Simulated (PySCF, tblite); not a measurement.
**C₈H₉B: geometry, infrared bands and NMR shifts**

Aim: predict the infrared bands and NMR shifts of C₈H₉B (`BC#C/C=C(\C#C)CC`).

The runs use tblite 0.8.0 and PySCF 2.14.0, with density-fitted response routines of our own; the level of theory stands in each step. All values are computed, except where a source is named. Atoms are numbered from 0 throughout.

## (1) The starting structure

18 atoms, charge 0, multiplicity 1; geometry from: force field or distance geometry start.

Bonds of the start (Å): B0–C1 1.54, C1–C2 1.19, C2–C3 1.45, C3–C4 1.34, C4–C5 1.45, C5–C6 1.21, C4–C7 1.50, C7–C8 1.53, B0–H9 1.18, B0–H10 1.17, C3–H11 1.09, C6–H12 1.06, C7–H13 1.11, C7–H14 1.12, C8–H15 1.12, C8–H16 1.11, C8–H17 1.11.

## (2) Relaxing the molecule with GFN2-xTB

The job: settings as JSON, then the geometry in Å.

```
{"job": {"kind": "relax", "xc": "GFN2-xTB", "basis": "xTB"}, "charge": 0, "multiplicity": 1}
B      4.291900    -0.487900    -0.593500
C      2.776900    -0.640700    -0.337900
C      1.610200    -0.772600    -0.116600
C      0.186700    -0.907600     0.120800
C     -0.614900     0.127800     0.401600
C     -0.096100     1.476000     0.462700
C      0.344600     2.602600     0.520600
C     -2.075500    -0.084000     0.659600
C     -2.820100    -0.454900    -0.626800
H      4.776000     0.583900    -0.534800
H      4.924500    -1.421100    -0.921200
H     -0.228300    -1.919400     0.100200
H      0.721100     3.586300     0.586000
H     -2.210500    -0.898600     1.403500
H     -2.541000     0.842600     1.079200
H     -3.909600    -0.570800    -0.396500
H     -2.701600     0.357000    -1.380200
H     -2.443000    -1.412400    -1.045000
```

Command:

```sh
$ OMP_NUM_THREADS=1 python probes_run.py task.json out
```

One launch serves the whole session: the jobs run in the order shown.

**Question.** This job is followed by: GFN2-xTB harmonic vibrations, gas phase; GIAO PBE0/pcSseg-1 NMR shielding, non-relativistic, gas phase. Predict these results of the whole session: strongest single infrared mode (GFN2-xTB); zero-point energy (GFN2-xTB); 13C shifts against TMS (PBE0/pcSseg-1); 1H shifts against TMS (PBE0/pcSseg-1, means over atoms taken as alike); 11B shifts against BF3·OEt2 (PBE0/pcSseg-1).

**Answer**, as computed:

```
                                                              quantity                                                    value
                             strongest single infrared mode (GFN2-xTB)                                    2615 cm⁻¹, 222 km/mol
                                          zero-point energy (GFN2-xTB)                                            84.9 kcal/mol
                                13C shifts against TMS (PBE0/pcSseg-1)  154.4, 152.1, 124.0, 120.3, 104.4, 86.5, 37.3, 17.9 ppm
1H shifts against TMS (PBE0/pcSseg-1, means over atoms taken as alike)                         6.77, 6.56, 3.68, 2.39, 1.29 ppm
                           11B shifts against BF3·OEt2 (PBE0/pcSseg-1)                                                 63.4 ppm
```

What this shows: The optimisation took 123 steps and gained 0.237 eV; among the close pairs (by a distance rule), B0–C1 changed most, from 1.544 to 1.488 Å. All 48 modes are real, so the xTB geometry is a minimum. The strongest single mode, at 2615 cm⁻¹, moves mainly H10 and H9. GFN2-xTB is a fitted tight-binding method: band positions and strengths are rough. Its intensities can rank the bands wrongly. At PBE0/pcSseg-1: The widest tensor belongs to C5: span 299 ppm, with a paramagnetic part of -150 ppm.
